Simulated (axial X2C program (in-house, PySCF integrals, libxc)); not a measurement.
# A two-component session on CoSi⁻: properties at the nuclei

Aim: properties at the nuclei of CoSi⁻, with spin–orbit coupling in the Hamiltonian from the start.

Program: an in-house X2C program for linear molecules on PySCF integrals. Level of theory: two-component X2C with atomic mean-field terms, Co dyall-acv3z, Si dyall-av3z. These are calculated values, not measurements.

## (1) The job

task.json reads:

```json
{"zs": [27, 14], "q": -1, "bas": ["dyall-acv3z", "dyall-av3z"], "r0": 2.27, "levels": ["PBE0", "HF", "B3LYP", "BHandHLYP", "PBE"], "nst": 3}
```

Keys: zs atomic numbers; q charge; bas basis sets; r0 starting distance in Å; levels methods (HF also brings MP2); nst determinants followed.

Launch:

```console
python soeom.py task.json out
```

Nuclei are Gaussian, cores are contracted, and the Gaunt term is on.

## (2) Expectation values, lowest determinant

R = 2.219 Å. State: Ω = 3 (excess of +ω over −ω: ω = 1/2, ω = 5/2).

Output of the PBE0 run:

```text
two-component X2C + atomic mean field  PBE0
basis functions 186  fitting functions 992  grid points 5080
iter        total energy     max residual
   1      -1678.709425276     2.46e+00
   2      -1682.494382088     1.07e-01
   3      -1663.961691441     1.79e+00
   4      -1682.299177105     1.64e-01
   5      -1682.533029155     9.85e-02
   6      -1682.597354096     6.00e-02
   7      -1682.620546725     1.43e-02
   8      -1682.621640753     2.75e-03
   9      -1682.621730221     6.88e-04
  10      -1682.621752177     6.52e-04
  11      -1682.621763359     5.30e-04
  12      -1682.621768002     2.92e-04
  13      -1682.621769360     1.61e-05
  14      -1682.621769412     3.44e-06
  15      -1682.621769415     1.91e-06
  16      -1682.621769415     1.36e-06
converged
one-electron -2519.22643663  Coulomb 827.58869364  exact exchange -19.74056011  xc functional -60.95463377  nuclear repulsion 90.14375202  atomic mean-field constant -0.43258456
```

The highest occupied spinor is 52% Si p, 29% Co d, 18% Co p.

```csv
level,Eeff magnitude (GV/cm),Ws magnitude Co (kHz),A∥/gI Co (MHz),qzz Co (a.u.),A∥/gI Si (MHz),qzz Si (a.u.)
PBE0,0.116,0.0229,564,-0.45,36.2,-0.41
HF,0.459,0.0497,693,0.31,35.1,-0.72
B3LYP,0.0312,0.0107,544,-0.44,27.1,-0.41
BHandHLYP,0.12,0.0237,550,-0.44,27.9,-0.36
PBE,0.0316,0.00273,487,-0.51,41.3,-0.67
```

Eeff is the effective electric field on the electron dipole moment in this Ω state and Ws the scalar–pseudoscalar constant (defined with the proton number Z and per Ω); A∥ is the parallel hyperfine constant, which follows by multiplying with the nuclear g factor gI = μI/(I μN); qzz is the electric field gradient, eQq0 = 234.96 MHz × Q/barn × qzz. The operators were transformed with the bare-nucleus X2C matrices.

## (3) Expectation values, a higher determinant

R = 2.219 Å. State: Ω = 3 (excess of +ω over −ω: 2 × ω = 3/2), 0.17 eV above the lowest in the PBE0 search for states (made at or near this distance, with looser thresholds).

Output of the PBE0 run:

```text
two-component X2C + atomic mean field  PBE0
basis functions 186  fitting functions 992  grid points 5080
iter        total energy     max residual
   1      -1678.704795865     2.46e+00
   2      -1682.487929406     1.07e-01
   3      -1664.936447833     1.71e+00
   4      -1682.434059875     1.12e-01
   5      -1682.582427462     5.01e-02
   6      -1682.596137445     5.71e-02
   7      -1682.614895379     1.01e-02
   8      -1682.615583592     1.54e-03
   9      -1682.615627220     5.61e-04
  10      -1682.615644603     4.48e-04
  11      -1682.615651242     1.53e-04
  12      -1682.615653581     1.55e-04
  13      -1682.615654404     1.22e-05
  14      -1682.615654437     6.75e-06
  15      -1682.615654442     4.52e-06
  16      -1682.615654445     2.21e-06
  17      -1682.615654446     2.52e-06
converged
one-electron -2519.19229845  Coulomb 827.55909249  exact exchange -19.74012904  xc functional -60.95348690  nuclear repulsion 90.14375202  atomic mean-field constant -0.43258456
```

The highest occupied spinor is 51% Si p, 30% Co d, 17% Co p.

```
    level  Eeff magnitude (GV/cm)  Ws magnitude Co (kHz)  A∥/gI Co (MHz)  qzz Co (a.u.)  A∥/gI Si (MHz)  qzz Si (a.u.)
     PBE0                   0.111                 0.0217             395          -0.48           -33.9          -0.42
       HF                   0.433                 0.0453             320           0.31           -33.3          -0.72
    B3LYP                  0.0248                0.00924             408          -0.46           -22.6          -0.42
BHandHLYP                    0.12                 0.0231             416          -0.46           -30.2          -0.36
      PBE                  0.0372                0.00103             368          -0.54            -9.1          -0.69
```

## (4) Expectation values, a higher determinant

R = 2.219 Å. State: Ω = 1 (excess of +ω over −ω: ω = -3/2, ω = 5/2), 0.23 eV above the lowest in the PBE0 search for states (made at or near this distance, with looser thresholds).

Output of the PBE0 run:

```text
two-component X2C + atomic mean field  PBE0
basis functions 186  fitting functions 992  grid points 5080
iter        total energy     max residual
   1      -1678.703899248     2.45e+00
   2      -1682.482584404     1.10e-01
   3      -1663.113965534     1.85e+00
   4      -1682.298757455     1.67e-01
   5      -1682.525728040     9.73e-02
   6      -1682.569985843     8.83e-02
   7      -1682.610916286     2.18e-02
   8      -1682.613244386     4.22e-03
   9      -1682.613387165     9.76e-04
  10      -1682.613414594     5.04e-04
  11      -1682.613422370     3.53e-04
  12      -1682.613424877     2.86e-04
  13      -1682.613426282     3.79e-05
  14      -1682.613426434     9.66e-06
  15      -1682.613426438     6.44e-06
  16      -1682.613426439     4.26e-06
converged
one-electron -2519.19141127  Coulomb 827.55241263  exact exchange -19.73266361  xc functional -60.95293165  nuclear repulsion 90.14375202  atomic mean-field constant -0.43258456
```

The highest occupied spinor is 47% Si p, 34% Co d, 17% Co p.

```
    level  Eeff magnitude (GV/cm)  Ws magnitude Co (kHz)  A∥/gI Co (MHz)  qzz Co (a.u.)  A∥/gI Si (MHz)  qzz Si (a.u.)
     PBE0                   0.101                 0.0624             798          -0.45             104          -0.43
       HF                   0.481                  0.154            1080           0.31             102          -0.74
    B3LYP                  0.0152                 0.0255             766          -0.44            69.4          -0.44
BHandHLYP                   0.124                 0.0705             724          -0.46            94.3          -0.36
      PBE                  0.0411                0.00327             872          -0.50            32.5          -0.69
```

## (5) Outcome

```
                                        quantity                                            value
                              lowest determinant   Ω = 3 (excess of +ω over −ω: ω = 1/2, ω = 5/2)
                    Eeff magnitude (GV/cm), PBE0                                            0.116
                     Ws magnitude Co (kHz), PBE0                                           0.0229
                            A∥/gI Co (MHz), PBE0                                              564
                             qzz Co (a.u.), PBE0                                            -0.45
                              higher determinant        Ω = 3 (excess of +ω over −ω: 2 × ω = 3/2)
Eeff magnitude (GV/cm), PBE0, higher determinant                                            0.111
 Ws magnitude Co (kHz), PBE0, higher determinant                                           0.0217
        A∥/gI Co (MHz), PBE0, higher determinant                                              395
         qzz Co (a.u.), PBE0, higher determinant                                            -0.48
                              higher determinant  Ω = 1 (excess of +ω over −ω: ω = -3/2, ω = 5/2)
Eeff magnitude (GV/cm), PBE0, higher determinant                                            0.101
 Ws magnitude Co (kHz), PBE0, higher determinant                                           0.0624
        A∥/gI Co (MHz), PBE0, higher determinant                                              798
         qzz Co (a.u.), PBE0, higher determinant                                            -0.45
```

**Reading.** In the first state, the effective field runs from 0.0312 to 0.459 GV/cm over the mean-field levels, so the levels don't agree on it. The expectation values come from single determinants, which for open shells can mix terms of unlike spin or miss the lowest Ω, so a determinant need not be a state. Eeff is the effective electric field on the electron dipole moment in this Ω state and Ws the scalar–pseudoscalar constant (defined with the proton number Z and per Ω); A∥ is the parallel hyperfine constant, which follows by multiplying with the nuclear g factor gI = μI/(I μN); qzz is the electric field gradient, eQq0 = 234.96 MHz × Q/barn × qzz. The operators were transformed with the bare-nucleus X2C matrices.
